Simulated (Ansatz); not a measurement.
Molecular dynamics of Be

Input file:

```yaml
accuracy: low
crystal:
  lattice:
    - [6.87, 0.0, 0.0]
    - [-3.435, 5.949595, 0.0]
    - [0.0, 0.0, 7.17686]
  atoms:
    - { symbol: Be, position: [-0.00901997, 0.00226175, -0.00660488] }
    - { symbol: Be, position: [0.13251856, 0.22755964, 0.2184605] }
    - { symbol: Be, position: [0.0104851, 0.00561765, 0.48414445] }
    - { symbol: Be, position: [0.12048347, 0.22082638, 0.71971033] }
    - { symbol: Be, position: [-0.00197361, 0.33115965, -0.00602703] }
    - { symbol: Be, position: [0.1543545, 0.56701485, 0.21957442] }
    - { symbol: Be, position: [0.0618045, 0.39687949, 0.46690159] }
    - { symbol: Be, position: [0.08892348, 0.54652276, 0.72228252] }
    - { symbol: Be, position: [0.09531745, 0.70898195, -0.01431604] }
    - { symbol: Be, position: [0.17758148, 0.92919056, 0.25958813] }
    - { symbol: Be, position: [0.03090325, 0.71751236, 0.47801207] }
    - { symbol: Be, position: [0.13278655, 0.90591974, 0.73321894] }
    - { symbol: Be, position: [0.35133127, 0.02219365, -0.00627834] }
    - { symbol: Be, position: [0.48197891, 0.23345269, 0.22772607] }
    - { symbol: Be, position: [0.33113532, -0.00473317, 0.48242965] }
    - { symbol: Be, position: [0.49513005, 0.26735324, 0.72564795] }
    - { symbol: Be, position: [0.39810999, 0.34363285, -0.0113518] }
    - { symbol: Be, position: [0.44980217, 0.56253567, 0.19643902] }
    - { symbol: Be, position: [0.3119369, 0.31602025, 0.43989445] }
    - { symbol: Be, position: [0.43197328, 0.5168894, 0.72360569] }
    - { symbol: Be, position: [0.35061207, 0.65710699, -0.03474281] }
    - { symbol: Be, position: [0.46170712, 0.89091441, 0.23830581] }
    - { symbol: Be, position: [0.41074122, 0.72470328, 0.53278807] }
    - { symbol: Be, position: [0.43163925, 0.90617684, 0.73134361] }
    - { symbol: Be, position: [0.61479322, -0.0066421, 0.00121241] }
    - { symbol: Be, position: [0.77415834, 0.17938411, 0.22181375] }
    - { symbol: Be, position: [0.66216255, 0.05905677, 0.4928746] }
    - { symbol: Be, position: [0.81089403, 0.22615502, 0.74207546] }
    - { symbol: Be, position: [0.71284359, 0.34111058, -0.00105698] }
    - { symbol: Be, position: [0.8227356, 0.54129, 0.21795387] }
    - { symbol: Be, position: [0.66663036, 0.31476939, 0.48104581] }
    - { symbol: Be, position: [0.7950659, 0.57801286, 0.70698452] }
    - { symbol: Be, position: [0.7065714, 0.71519646, -0.0336633] }
    - { symbol: Be, position: [0.77059494, 0.88979655, 0.25288929] }
    - { symbol: Be, position: [0.67800687, 0.61687848, 0.46110961] }
    - { symbol: Be, position: [0.76414027, 0.89260157, 0.72502956] }
basis:
  ecutwfc: 420.0
kpoints:
  mp_grid: { grid: [2, 2, 2] }
hamiltonian:
  xc: pbesol
scf:
  occupations: { method: fermi_dirac, width: 0.17 }
  lower_state_search: "off"
md:
  timestep: 1.5
  n_steps: 60
  ensemble: npt_langevin
  temperature: 1400.0
  initial_velocities: maxwell_boltzmann
  seed: 701561
  friction: 0.02
  pressure: 0.0
  fix_cell: [angles]
```

Run as:

```bash
$ ansatz run input.yaml --threads 1 --pin off --max-ram 3072MiB --backend cpu --events-out ev --progress --plain --runs-dir out
```

It goes on from the last frame of an earlier run, with new velocities.

Output, in part (one step line in 3):

```
md step     0: t =     0.00 fs  T =  1361.1 K  F+E_penalty+E_count = -3243.46527442 eV  E_kin = 6.333740 eV  conserved = -3237.81694758 eV  P_inst = 5.3276 GPa  V = 293.3449 Å³  selection 1  (6 SCF iters)
md step     3: t =     4.50 fs  T =  1662.4 K  F+E_penalty+E_count = -3244.65190332 eV  E_kin = 7.735824 eV  conserved = -3237.82404265 eV  P_inst = 4.5869 GPa  V = 293.7019 Å³  selection 1  (6 SCF iters)
md step     6: t =     9.00 fs  T =  1763.9 K  F+E_penalty+E_count = -3245.13241281 eV  E_kin = 8.207959 eV  conserved = -3237.82443056 eV  P_inst = 4.3019 GPa  V = 294.2930 Å³  selection 1  (5 SCF iters)
md step     9: t =    13.50 fs  T =  1605.3 K  F+E_penalty+E_count = -3244.94737202 eV  E_kin = 7.470058 eV  conserved = -3237.82259409 eV  P_inst = 4.2863 GPa  V = 294.6970 Å³  selection 1  (5 SCF iters)
md step    12: t =    18.00 fs  T =  1478.7 K  F+E_penalty+E_count = -3244.39792923 eV  E_kin = 6.881135 eV  conserved = -3237.81324831 eV  P_inst = 4.4824 GPa  V = 295.1241 Å³  selection 1  (5 SCF iters)
md step    15: t =    22.50 fs  T =  1480.3 K  F+E_penalty+E_count = -3244.49077838 eV  E_kin = 6.888371 eV  conserved = -3237.82004766 eV  P_inst = 4.2351 GPa  V = 295.7507 Å³  selection 1  (5 SCF iters)
md step    18: t =    27.00 fs  T =  1517.1 K  F+E_penalty+E_count = -3244.75468018 eV  E_kin = 7.059653 eV  conserved = -3237.82576142 eV  P_inst = 3.8050 GPa  V = 296.7099 Å³  selection 1  (5 SCF iters)
md step    21: t =    31.50 fs  T =  1321.0 K  F+E_penalty+E_count = -3244.33700583 eV  E_kin = 6.147216 eV  conserved = -3237.81781891 eV  P_inst = 3.5310 GPa  V = 297.6122 Å³  selection 1  (5 SCF iters)
md step    24: t =    36.00 fs  T =  1037.8 K  F+E_penalty+E_count = -3243.77788857 eV  E_kin = 4.829361 eV  conserved = -3237.80243873 eV  P_inst = 3.1692 GPa  V = 298.4910 Å³  selection 1  (5 SCF iters)
md step    27: t =    40.50 fs  T =  1237.8 K  F+E_penalty+E_count = -3244.53081149 eV  E_kin = 5.759879 eV  conserved = -3237.81298119 eV  P_inst = 2.3326 GPa  V = 299.7170 Å³  selection 1  (5 SCF iters)
md step    30: t =    45.00 fs  T =  1519.1 K  F+E_penalty+E_count = -3245.68233610 eV  E_kin = 7.068769 eV  conserved = -3237.82315611 eV  P_inst = 1.2570 GPa  V = 301.0163 Å³  selection 1  (6 SCF iters)
md step    33: t =    49.50 fs  T =  1711.4 K  F+E_penalty+E_count = -3245.91741408 eV  E_kin = 7.963920 eV  conserved = -3237.82806880 eV  P_inst = 1.0355 GPa  V = 302.0952 Å³  selection 1  (5 SCF iters)
md step    36: t =    54.00 fs  T =  1442.1 K  F+E_penalty+E_count = -3244.84685401 eV  E_kin = 6.710570 eV  conserved = -3237.81743586 eV  P_inst = 1.2289 GPa  V = 303.2393 Å³  selection 1  (5 SCF iters)
md step    39: t =    58.50 fs  T =  1353.2 K  F+E_penalty+E_count = -3244.09714706 eV  E_kin = 6.297146 eV  conserved = -3237.80730685 eV  P_inst = 1.4502 GPa  V = 304.1099 Å³  selection 1  (5 SCF iters)
md step    42: t =    63.00 fs  T =  1407.1 K  F+E_penalty+E_count = -3244.56593493 eV  E_kin = 6.547877 eV  conserved = -3237.81928112 eV  P_inst = 0.9674 GPa  V = 304.8214 Å³  selection 1  (5 SCF iters)
md step    45: t =    67.50 fs  T =  1681.4 K  F+E_penalty+E_count = -3245.07950548 eV  E_kin = 7.824272 eV  conserved = -3237.83160172 eV  P_inst = 0.9265 GPa  V = 305.1880 Å³  selection 1  (5 SCF iters)
md step    48: t =    72.00 fs  T =  1385.7 K  F+E_penalty+E_count = -3244.41405323 eV  E_kin = 6.448160 eV  conserved = -3237.81924588 eV  P_inst = 0.7336 GPa  V = 306.2964 Å³  selection 2  (6 SCF iters)
md step    51: t =    76.50 fs  T =  1216.8 K  F+E_penalty+E_count = -3243.42712857 eV  E_kin = 5.662205 eV  conserved = -3237.80932178 eV  P_inst = 0.8087 GPa  V = 308.0264 Å³  selection 2  (5 SCF iters)
md step    54: t =    81.00 fs  T =  1232.7 K  F+E_penalty+E_count = -3243.24038093 eV  E_kin = 5.736379 eV  conserved = -3237.81345671 eV  P_inst = 0.4780 GPa  V = 309.6467 Å³  selection 2  (5 SCF iters)
md step    57: t =    85.50 fs  T =  1221.8 K  F+E_penalty+E_count = -3243.60918855 eV  E_kin = 5.685688 eV  conserved = -3237.81897668 eV  P_inst = -0.3198 GPa  V = 310.8220 Å³  selection 2  (5 SCF iters)
md step    60: t =    90.00 fs  T =  1225.1 K  F+E_penalty+E_count = -3243.80597675 eV  E_kin = 5.701059 eV  conserved = -3237.81940723 eV  P_inst = -0.6830 GPa  V = 311.2430 Å³  selection 2  (6 SCF iters)
```

The run went to its last step. The conserved energy stayed within 0.41 meV per atom of its start (net change -0.068 meV per atom), so the integration is sound. A run of 0.09 ps of so small a system gives no equilibrium averages. Limits of this set-up: coarse k mesh, low accuracy level. The cell's volume went from 293 to 311 Å³.

Mean squared displacements from the first frame to the last, about the centre of mass, the cell's change included: Be 0.12 Å².

Last frame:

```xyz
36
Lattice="7.1043 0.0000 0.0000 -3.5522 6.1525 0.0000 0.0000 0.0000 7.1207" Properties=species:S:1:pos:R:3
Be 0.089 0.198 0.183
Be -0.062 1.614 1.468
Be 0.452 0.038 3.457
Be 0.143 1.503 5.261
Be -1.029 2.026 -0.233
Be -0.708 3.643 1.957
Be -1.001 2.035 3.326
Be -0.885 3.400 5.024
Be -2.145 4.554 -0.133
Be -2.005 5.326 1.647
Be -2.114 4.093 3.476
Be -2.199 5.601 5.065
Be 2.508 0.148 -0.222
Be 2.785 1.284 1.666
Be 2.624 -0.058 3.511
Be 2.430 1.560 5.246
Be 1.314 2.071 -0.321
Be 1.417 3.574 1.738
Be 1.149 2.137 3.496
Be 1.548 3.398 5.421
Be -0.157 4.181 -0.198
Be 0.400 5.524 2.008
Be 0.417 4.202 3.484
Be 0.244 5.428 5.372
Be 4.552 -0.107 0.024
Be 4.872 1.363 1.750
Be 5.005 0.086 3.743
Be 5.161 1.603 5.221
Be 3.528 2.272 -0.015
Be 3.906 3.419 1.826
Be 3.521 1.845 3.583
Be 3.718 3.636 5.399
Be 2.924 4.493 0.180
Be 2.475 5.649 1.885
Be 2.730 3.829 3.517
Be 2.595 5.516 5.213
```

The run took 7.8 min on 1 thread of Arm Neoverse V2, with other jobs on the host, peak memory 0.66 GiB.
